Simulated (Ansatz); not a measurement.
**GaH2O radical (SMILES [O][GaH2]): single points off equilibrium**

How do the functionals fare away from a minimum? The structure is a structure displaced at random from a GFN2-xTB minimum.

The runs use Ansatz 0.2.0, Gaussian basis; single points in def2-TZVPP.

Cores are frozen in the correlated methods. Filled d shells of the heavier atoms are correlated. Orbitals are unrestricted. B3LYP uses VWN-RPA correlation.

### Step 1. The system as given

SMILES `[O][GaH2]`, 4 atoms, charge 0, spin multiplicity 2.

Atoms are counted from 1 here; the program's logs count them from 0.

Bond lengths: O1–Ga2 1.606 Å, Ga2–H3 1.569 Å, Ga2–H4 1.495 Å. Angles: O1–Ga2–H3 82.8°, O1–Ga2–H4 154.9°, H3–Ga2–H4 122.2°.

Coordinates:

```
O    -1.01280   -0.50070    0.91150
Ga    0.27100    0.05030    0.11880
H    -0.65830   -0.15220   -1.12950
H     1.68420    0.52020   -0.00770
```

### Step 2. CCSD(T)/def2-TZVPP

Input file run/in.yaml:

```yaml
crystal:
  periodic: [false, false, false]
  atoms:
    - {symbol: O, position_ang: [-1.012800, -0.500700, 0.911500]}
    - {symbol: Ga, position_ang: [0.271000, 0.050300, 0.118800]}
    - {symbol: H, position_ang: [-0.658300, -0.152200, -1.129500]}
    - {symbol: H, position_ang: [1.684200, 0.520200, -0.007700]}
basis:
  gaussian: {orbitals: def2-TZVPP}
magnetization: {spin_polarized: true, initial_magnetization: 1}
correlation: {method: ccsd_t}
scf: {omitted_lower_state_checks: [cluster_reference]}
output: {forces: true}
```

The command line of these runs was not kept.

### Step 3. PBE0-D4/def2-TZVPP

Edit run/in.yaml of step 2 so:

```diff
@@ -10,4 +10,3 @@
 magnetization: {spin_polarized: true, initial_magnetization: 1}
-correlation: {method: ccsd_t}
-scf: {omitted_lower_state_checks: [cluster_reference]}
-output: {forces: true}
+hamiltonian: {xc: pbe0, dispersion: d4}
+output: {forces: true, orbitals: {seedname: orbitals}}
```

### Step 4. wB97M-V/def2-TZVPP

Edit run/in.yaml of step 3 so:

```diff
@@ -10,3 +10,3 @@
 magnetization: {spin_polarized: true, initial_magnetization: 1}
-hamiltonian: {xc: pbe0, dispersion: d4}
-output: {forces: true, orbitals: {seedname: orbitals}}
+hamiltonian: {xc: {name: wB97M-V}}
+output: {forces: true}
```

### Step 5. r2SCAN-D4/def2-TZVPP

Edit run/in.yaml of step 4 so:

```diff
@@ -10,3 +10,3 @@
 magnetization: {spin_polarized: true, initial_magnetization: 1}
-hamiltonian: {xc: {name: wB97M-V}}
+hamiltonian: {xc: r2scan, dispersion: d4}
 output: {forces: true}
```

### Step 6. PBE-D4/def2-TZVPP

Edit run/in.yaml of step 5 so:

```diff
@@ -10,3 +10,3 @@
 magnetization: {spin_polarized: true, initial_magnetization: 1}
-hamiltonian: {xc: r2scan, dispersion: d4}
+hamiltonian: {xc: pbe, dispersion: d4}
 output: {forces: true}
```

### Step 7. LC-wPBE/def2-TZVPP

Edit run/in.yaml of step 6 so:

```diff
@@ -10,3 +10,3 @@
 magnetization: {spin_polarized: true, initial_magnetization: 1}
-hamiltonian: {xc: pbe, dispersion: d4}
+hamiltonian: {xc: {name: LC-wPBE}}
 output: {forces: true}
```

### Step 8. B3LYP-D4/def2-TZVPP

Edit run/in.yaml of step 7 so:

```diff
@@ -10,3 +10,3 @@
 magnetization: {spin_polarized: true, initial_magnetization: 1}
-hamiltonian: {xc: {name: LC-wPBE}}
+hamiltonian: {xc: {name: B3LYP}, dispersion: d4}
 output: {forces: true}
```

(Steps that only read results are left out.)

What does the calculation give? Wanted: energy less free atoms, CCSD(T)/def2-TZVPP; RMS force component; RMS force error; HOMO and LUMO, PBE0-D4; T1 diagnostic.

The runs gave:

| quantity | value |
| --- | --- |
| energy less free atoms, CCSD(T)/def2-TZVPP | -785.5 kJ/mol |
| RMS force component | 2.002 to 2.272 eV/Å over the methods |
| RMS force error | PBE0-D4 0.183, wB97M-V 0.079, r2SCAN-D4 0.277, PBE-D4 0.300, LC-wPBE 0.238, B3LYP-D4 0.118 eV/Å |
| HOMO and LUMO, PBE0-D4 | -8.18 and -3.53 eV |
| T1 diagnostic | 0.036 |

Against CCSD(T) the functionals' energies less atoms differ by -53.4 to -5.0 kJ/mol, PBE-D4 by -50.0 kJ/mol. The reference is not at the basis limit: in triple zeta CCSD(T) underbinds, which counts against methods that bind more; the gaps are no ranking. On forces the order runs from wB97M-V to PBE-D4. Frozen-core CCSD(T) forces in triple zeta carry basis errors of their own, and this is one geometry, so small gaps rank nothing.
